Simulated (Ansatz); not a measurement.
# CCSD/def2-SVPD run of BHOF2 (difluorohydroxyborane)

What is the vertical ionisation energy of BHOF2 (difluorohydroxyborane) at CCSD/def2-SVPD? 

Program for the calculation: Ansatz 0.2.0.

63 further runs of the same task are left out: 63 set aside as unsound or not needed.

**1. The structure to begin with**

The species is BHOF2 (5 atoms), meant as a singlet with charge 0. As SMILES, `OB(F)F`. The shape is that of a PBE0-D4/def2-TZVP optimisation.

Bond lengths: O1–B2 1.345 Å, B2–F3 1.317 Å, B2–F4 1.327 Å, O1–H5 0.960 Å. Angles: O1–B2–F3 119.5°, O1–B2–F4 122.2°, F3–B2–F4 118.3°, B2–O1–H5 113.5°.

**2. The energy at CCSD/def2-SVPD**

File input.yaml:

```yaml
crystal:
  periodic: [false, false, false]
  atoms:
    - {symbol: O, position_ang: [0.038630, 1.000750, 0.174310]}
    - {symbol: B, position_ang: [0.105760, -0.342460, 0.137210]}
    - {symbol: F, position_ang: [0.731030, -0.986880, 1.100700]}
    - {symbol: F, position_ang: [-0.439530, -1.051930, -0.843330]}
    - {symbol: H, position_ang: [-0.435890, 1.380520, -0.568880]}
basis:
  gaussian: {orbitals: def2-SVPD}
correlation: {method: ccsd, frozen_orbitals: {B: 1, F: 1, H: 0, O: 1}}
accuracy: high
scf: {omitted_lower_state_checks: [cluster_reference, increment]}
```

On the command line:

```sh
$ ansatz run input.yaml --threads 1 --pin off --max-ram 3480MiB --events-out events.jsonl --progress --plain --runs-dir runs
```

Output:

```text
Warning: RAYON_NUM_THREADS=1 ignored (pool sized by the plan → 1); use --threads N
Functional definition: HF
  name "HF"
  exchange = exact_x
  correlation = 0
these checks for a lower state are left out or cut short: cluster_reference, increment
1902 factors; integrals over basis functions are off by at most 3.2e-9 eV
mean field evaluation 1: about -8132.6958 eV, gradient 4.1e1 eV
mean field evaluation 2: about -8132.6983 eV, gradient 4.1e1 eV
mean field evaluation 4: about -8135.5388 eV, gradient 2.3e0 eV
mean field evaluation 8: about -8135.5544 eV, gradient 6.8e-5 eV
mean field -8135.55439781 eV, -298.9761096427 hartree, gradient 2.4e-8 eV, S^2 0.000000; 0 other end points of the search recorded, 0 dependent functions left out
4 core orbitals not correlated: weight in the atoms' cores, before any rotation towards them, 1.000 or more for the frozen orbitals, at most 0.000 for the correlated occupied ones
reference -8135.55439781 eV, -298.9761096427 hartree; 12, 12 occupied and 81, 81 virtual orbitals, 1902 factors
second order -17.95248075 eV of doubles, -0.00000000 eV of singles
cycle   1  -17.76327075 eV  change    1.9e-1 eV  update   9.7e-2
cycle   2  -18.13338397 eV  change   -3.7e-1 eV  update   2.5e-2
cycle   3  -18.22344572 eV  change   -9.0e-2 eV  update   1.3e-2
cycle   4  -18.21562384 eV  change    7.8e-3 eV  update   2.2e-3
cycle   5  -18.21308350 eV  change    2.5e-3 eV  update   8.5e-4
cycle   6  -18.21353327 eV  change   -4.5e-4 eV  update   2.5e-4
cycle   7  -18.21352826 eV  change    5.0e-6 eV  update   7.1e-5
cycle   8  -18.21347233 eV  change    5.6e-5 eV  update   2.5e-5
cycle   9  -18.21346760 eV  change    4.7e-6 eV  update   9.6e-6
cycle  10  -18.21347480 eV  change   -7.2e-6 eV  update   3.3e-6
cycle  11  -18.21347289 eV  change    1.9e-6 eV  update   1.2e-6
cycle  12  -18.21347385 eV  change   -9.6e-7 eV  update   4.1e-7
cycle  13  -18.21347411 eV  change   -2.5e-7 eV  update   1.1e-7
cycle  14  -18.21347406 eV  change    4.2e-8 eV  update   4.4e-8
cycle  15  -18.21347413 eV  change   -6.7e-8 eV  update   2.3e-8
cycle  16  -18.21347421 eV  change   -7.5e-8 eV  update   9.1e-8
cycle  17  -18.21347422 eV  change   -1.3e-8 eV  update   1.9e-8
cycle  18  -18.21347422 eV  change   -1.4e-9 eV  update   4.7e-9
cycle  19  -18.21347422 eV  change   -1.3e-9 eV  update   1.7e-9
Total energy: -8153.76787203 eV, -299.6454424748 hartree
Checks for a lower state left out: cluster_reference, increment
```

Wall time 19 s (1 thread of Arm Neoverse V2, shared host); peak memory 0.68 GiB.

**3. The doublet cation**

File in.yaml:

```yaml
basis:
  gaussian: {orbitals: def2-SVPD}
crystal:
  periodic: [false, false, false]
  atoms:
    - symbol: O
      position_ang: [0.038630, 1.000750, 0.174310]
    - symbol: B
      position_ang: [0.105760, -0.342460, 0.137210]
    - symbol: F
      position_ang: [0.731030, -0.986880, 1.100700]
    - symbol: F
      position_ang: [-0.439530, -1.051930, -0.843330]
    - symbol: H
      position_ang: [-0.435890, 1.380520, -0.568880]
correlation: {method: ccsd, frozen_orbitals: {B: 1, F: 1, H: 0, O: 1}}
scf: {omitted_lower_state_checks: [cluster_reference, increment]}
magnetization: {spin_polarized: true, initial_magnetization: 1}
total_charge: 1
accuracy: high
```

On the command line:

```sh
$ ansatz run in.yaml --threads 1 --pin off --max-ram 3480MiB --events-out events.jsonl --progress --plain --runs-dir runs
```

Output:

```text
Warning: RAYON_NUM_THREADS=1 ignored (pool sized by the plan → 1); use --threads N
[... 4 set-up lines as earlier in the session ...]
these checks for a lower state are left out or cut short: cluster_reference, increment
1902 factors; integrals over basis functions are off by at most 3.2e-9 eV
mean field evaluation 1: about -8117.5526 eV, gradient 3.9e1 eV
mean field evaluation 2: about -8117.6081 eV, gradient 3.9e1 eV
mean field evaluation 4: about -8122.7309 eV, gradient 2.5e0 eV
mean field evaluation 8: about -8122.7981 eV, gradient 3.3e-1 eV
mean field evaluation 16: about -8122.7999 eV, gradient 2.5e-8 eV
mean field evaluation 32: about -8122.7965 eV, gradient 2.6e-1 eV
mean field -8122.79989856 eV, -298.5073904407 hartree, gradient 2.9e-8 eV, S^2 0.756186; 3 other end points of the search recorded, 0 dependent functions left out
4 core orbitals not correlated: weight in the atoms' cores, before any rotation towards them, 1.000 or more for the frozen orbitals, at most 0.000 for the correlated occupied ones
reference -8122.79989856 eV, -298.5073904407 hartree; 12, 11 occupied and 81, 82 virtual orbitals, 1902 factors
second order -16.49925980 eV of doubles, -0.00000000 eV of singles
cycle   1  -16.51361032 eV  change   -1.4e-2 eV  update   1.1e-1
cycle   2  -16.90348897 eV  change   -3.9e-1 eV  update   3.3e-2
cycle   3  -17.01433660 eV  change   -1.1e-1 eV  update   2.7e-2
cycle   4  -17.03177392 eV  change   -1.7e-2 eV  update   1.4e-2
cycle   5  -17.03013410 eV  change    1.6e-3 eV  update   9.8e-3
cycle   6  -17.03828528 eV  change   -8.2e-3 eV  update   4.2e-3
cycle   7  -17.04138678 eV  change   -3.1e-3 eV  update   1.6e-3
cycle   8  -17.04101683 eV  change    3.7e-4 eV  update   4.3e-4
cycle   9  -17.04105957 eV  change   -4.3e-5 eV  update   2.1e-4
cycle  10  -17.04102133 eV  change    3.8e-5 eV  update   1.3e-4
cycle  11  -17.04098293 eV  change    3.8e-5 eV  update   1.1e-4
cycle  12  -17.04105776 eV  change   -7.5e-5 eV  update   6.8e-5
cycle  13  -17.04103602 eV  change    2.2e-5 eV  update   3.8e-5
cycle  14  -17.04106085 eV  change   -2.5e-5 eV  update   1.5e-5
cycle  15  -17.04105251 eV  change    8.3e-6 eV  update   5.2e-6
cycle  16  -17.04105414 eV  change   -1.6e-6 eV  update   2.1e-6
cycle  17  -17.04105336 eV  change    7.7e-7 eV  update   7.3e-7
cycle  18  -17.04105324 eV  change    1.2e-7 eV  update   3.2e-7
cycle  19  -17.04105310 eV  change    1.4e-7 eV  update   1.6e-7
cycle  20  -17.04105307 eV  change    2.7e-8 eV  update   1.2e-7
cycle  21  -17.04105307 eV  change   -3.6e-9 eV  update   1.0e-7
cycle  22  -17.04105308 eV  change   -1.0e-9 eV  update   9.7e-8
cycle  23  -17.04105296 eV  change    1.2e-7 eV  update   1.2e-7
cycle  24  -17.04105298 eV  change   -2.2e-8 eV  update   8.9e-8
cycle  25  -17.04105296 eV  change    1.8e-8 eV  update   8.1e-8
cycle  26  -17.04105298 eV  change   -1.9e-8 eV  update   6.8e-8
cycle  27  -17.04105296 eV  change    2.3e-8 eV  update   3.2e-8
cycle  28  -17.04105296 eV  change   -2.8e-9 eV  update   1.6e-8
cycle  29  -17.04105296 eV  change   -3.9e-9 eV  update   9.7e-9
cycle  30  -17.04105297 eV  change   -2.1e-9 eV  update   8.1e-9
cycle  31  -17.04105297 eV  change   -2.3e-9 eV  update   5.0e-9
cycle  32  -17.04105297 eV  change   7.1e-10 eV  update   2.6e-9
Total energy: -8139.84095153 eV, -299.1336375864 hartree
Checks for a lower state left out: cluster_reference, increment
```

Wall time 97 s (1 thread of Arm Neoverse V2, shared host); peak memory 1.4 GiB.

**4. Summary of results**

Level: CCSD/def2-SVPD, 4 core orbitals frozen.

| quantity | value |
| --- | --- |
| singlet BHOF2: total energy | -299.64544 Eh |
| singlet BHOF2: correlation energy (4 core orbitals frozen) | -669.3 mEh |
| singlet BHOF2: T1 diagnostic | 0.014 |
| doublet cation: total energy | -299.13364 Eh |
| doublet cation: correlation energy (4 core orbitals frozen) | -626.2 mEh |
| doublet cation: ⟨S²⟩ of the reference determinant | 0.756 |
| doublet cation: T1 diagnostic | 0.025 |
| vertical ionisation energy (to the doublet cation) | 13.927 eV |

In words: The vertical ionisation energy comes to 13.93 eV (1344 kJ/mol).
